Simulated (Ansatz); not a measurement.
# CuMoF6: the cost of one run

Program: Ansatz 0.2.0. Level of theory: DFT LDA+U (U_eff = 5 eV on Mo d), plane waves, PAW. These are calculated values, not measurements.

## Step 1: The system as given

It takes space group P-1 (No. 2, triclinic). Conventional cell: a = 4.920 Å, b = 5.034 Å, c = 5.438 Å, α = 63.20°, β = 89.10°, γ = 61.28°. Around Cu (site symmetry -1) lie 6 F at 1.93 to 2.21 Å. Around Mo (site symmetry -1) lie 6 F at 1.91 to 1.99 Å. Around F (site symmetry 1) lie 1 Cu at 1.93 Å and 1 Mo at 1.99 Å. F (site symmetry 1) is surrounded by 1 Mo at 1.91 Å and 1 Cu at 2.21 Å. F (site symmetry 1) is surrounded by 1 Mo at 1.94 Å and 1 Cu at 2.00 Å.

As a file:

```cif
data_structure
_symmetry_space_group_name_H-M 'P-1'
_symmetry_Int_Tables_number 2
_cell_length_a 4.9199
_cell_length_b 5.0342
_cell_length_c 5.4381
_cell_angle_alpha 63.197
_cell_angle_beta 89.098
_cell_angle_gamma 61.281
_cell_volume 101.90
loop_
_atom_site_label
_atom_site_type_symbol
_atom_site_symmetry_multiplicity
_atom_site_Wyckoff_symbol
_atom_site_fract_x
_atom_site_fract_y
_atom_site_fract_z
_atom_site_occupancy
Cu1 Cu 1 a 0.00000 0.00000 0.00000 1
Mo1 Mo 1 f 0.50000 0.00000 0.50000 1
F1 F 2 i 0.75672 0.85075 0.24971 1
F2 F 2 i 0.58078 0.53806 0.73545 1
F3 F 2 i 0.12026 0.12914 0.26093 1
```

Magnetic order typed: ferromagnetic.

## Step 2: From atoms, symmetry kept, no search

input.yaml reads:

```yaml
crystal:
  lattice:
    - [4.91990023, 0.0, 0.0]
    - [2.41900324, 4.41491178, 0.0]
    - [0.0856375, 2.74919871, 4.69120435]
  atoms:
    - { symbol: Cu, position: [0.0, 0.0, 0.0] }
    - { symbol: Mo, position: [0.5, 0.0, 0.5], spin: 1.0 }
    - { symbol: F, position: [0.75672296, 0.85074599, 0.24971316] }
    - { symbol: F, position: [0.24327704, 0.14925401, 0.75028684] }
    - { symbol: F, position: [0.5807794, 0.53806053, 0.73544863] }
    - { symbol: F, position: [0.4192206, 0.46193947, 0.26455137] }
    - { symbol: F, position: [0.12025522, 0.12914197, 0.26092788] }
    - { symbol: F, position: [0.87974478, 0.87085803, 0.73907212] }
basis:
  ecutwfc: 420
  ecutrho_ratio: 4
kpoints:
  mp_grid: { grid: [5, 5, 4] }
hamiltonian:
  xc: lda
  hubbard: { sites: [{ site: 1, l: d, u_eff: 5.0 }] }
scf:
  occupations: { method: gaussian, width: 0.05 }
  lower_state_search: "off"
  max_iter: 150
output:
  forces: true
  stress: true
  eigenvalues: true
  populations: true
  hubbard: { sites: [{ site: 1, l: d }] }
magnetization:
  spin_polarized: true
```

Command:

```console
ansatz run input.yaml --threads 4 --pin off --max-ram 6144MiB --backend cpu --events-out ev --progress --plain --runs-dir out
```

**Question.** How long does this run take on 4 threads of Arm Neoverse V2, shared host, and how much memory does it need?

About 22 s, with a peak of 0.78 GiB.
